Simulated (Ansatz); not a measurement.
# CH₆AlNO₂Si: up Jacob's ladder to CCSD(T)

The task here is to estimate one member of a computed series from the others.

Method: functionals in def2-TZVPP, the program's frozen cores in correlated methods; program: Ansatz 0.2.0, Gaussian basis.

Plan: PBE-D4, r2SCAN-D4, PBE0-D4, B3LYP-D4, ωB97X-V, ωB97M-V, B2PLYP; CCSD(T)/def2-TZVPP; MP2/def2-QZVPP; extrapolation to the limit.

### The relaxed structure

The geometry comes from an earlier relaxation with PBE0-D4 in a triple-zeta def2 set; it is a stationary point, not always the lowest conformer.

SMILES `O[Si]1([O][AlH2])CN1`, 12 atoms, charge 0, spin multiplicity 1.

Atoms are counted from 1 here; the program's logs count them from 0.

Bond lengths: O1–Si2 1.632 Å, O1–H7 0.958 Å, Si2–O3 1.614 Å, Si2–C5 1.809 Å, Si2–N6 1.681 Å, O3–Al4 1.702 Å, Al4–H8 1.578 Å, Al4–H9 1.578 Å, C5–N6 1.537 Å, C5–H10 1.088 Å, C5–H11 1.091 Å, N6–H12 1.007 Å. Angles: Si2–O1–H7 115.8°, O1–Si2–O3 109.0°, O1–Si2–C5 119.8°, O1–Si2–N6 121.1°, O3–Si2–C5 126.1°, O3–Si2–N6 118.3°, C5–Si2–N6 52.1°, Si2–O3–Al4 140.4°, O3–Al4–H8 119.0°, O3–Al4–H9 116.2°, H8–Al4–H9 124.7°, Si2–C5–N6 59.7°, Si2–C5–H10 126.8°, Si2–C5–H11 117.5°, N6–C5–H10 113.8°, N6–C5–H11 115.3°, H10–C5–H11 112.1°, Si2–N6–C5 68.2° and more.

The first run:

in.yaml reads:

```yaml
crystal:
  periodic: [false, false, false]
  atoms:
    - {symbol: O, position_ang: [-1.988815, 0.790173, 0.967292]}
    - {symbol: Si, position_ang: [-0.573339, 0.362275, 0.277633]}
    - {symbol: O, position_ang: [-0.471190, -1.248437, 0.241795]}
    - {symbol: Al, position_ang: [0.628997, -2.483548, -0.157486]}
    - {symbol: C, position_ang: [0.262973, 1.507983, -0.844307]}
    - {symbol: N, position_ang: [0.830257, 1.243741, 0.559563]}
    - {symbol: H, position_ang: [-2.587952, 0.070700, 1.172350]}
    - {symbol: H, position_ang: [1.588267, -2.284432, -1.394225]}
    - {symbol: H, position_ang: [0.555211, -3.792498, 0.719982]}
    - {symbol: H, position_ang: [0.947623, 1.249331, -1.649894]}
    - {symbol: H, position_ang: [-0.186296, 2.491430, -0.987857]}
    - {symbol: H, position_ang: [1.071265, 2.037981, 1.129155]}
basis:
  gaussian: {orbitals: def2-TZVPP}
hamiltonian: {xc: pbe, dispersion: d4}
output: {forces: true, orbitals: {seedname: orbitals}}
```

Launch:

```bash
ansatz run in.yaml --threads 4 --pin off --events-out ev --progress --plain --max-ram 10444MiB
```

Steps of the session up to this table: PBE-D4 (GGA); r2SCAN-D4 (meta-GGA); PBE0-D4 (hybrid); B3LYP-D4 (hybrid); ωB97X-V (range-separated); ωB97M-V (range-separated); B2PLYP (double hybrid); CCSD(T) in def2-TZVPP; MP2 in def2-QZVPP.

One table of the session follows, with a row left open; its other results are not shown here.

It belongs to the step «Atomisation energies». 

```
            method  atomisation energy (eV)
            PBE-D4                   46.959
         r2SCAN-D4                   46.405
           PBE0-D4                   45.967
          B3LYP-D4                   46.212
           ωB97X-V                   46.596
           ωB97M-V                   46.581
            B2PLYP                   45.812
     HF/def2-TZVPP                   32.473
    MP2/def2-TZVPP                   46.153
   CCSD/def2-TZVPP                   44.251
CCSD(T)/def2-TZVPP                   45.007
           MP2/CBS                        ?
       CCSD(T)/CBS                   46.527
```

Estimate the missing values for MP2/CBS.

The run gave: atomisation energy (eV): 47.673. In the column «atomisation energy (eV)» it is the highest.

To keep in mind: Free atoms (2 O, 1 Si, 1 Al, 1 C, 1 N, 6 H) were run apart at each level; the atomisation energy is their sum less the molecule, without zero-point or spin-orbit terms.
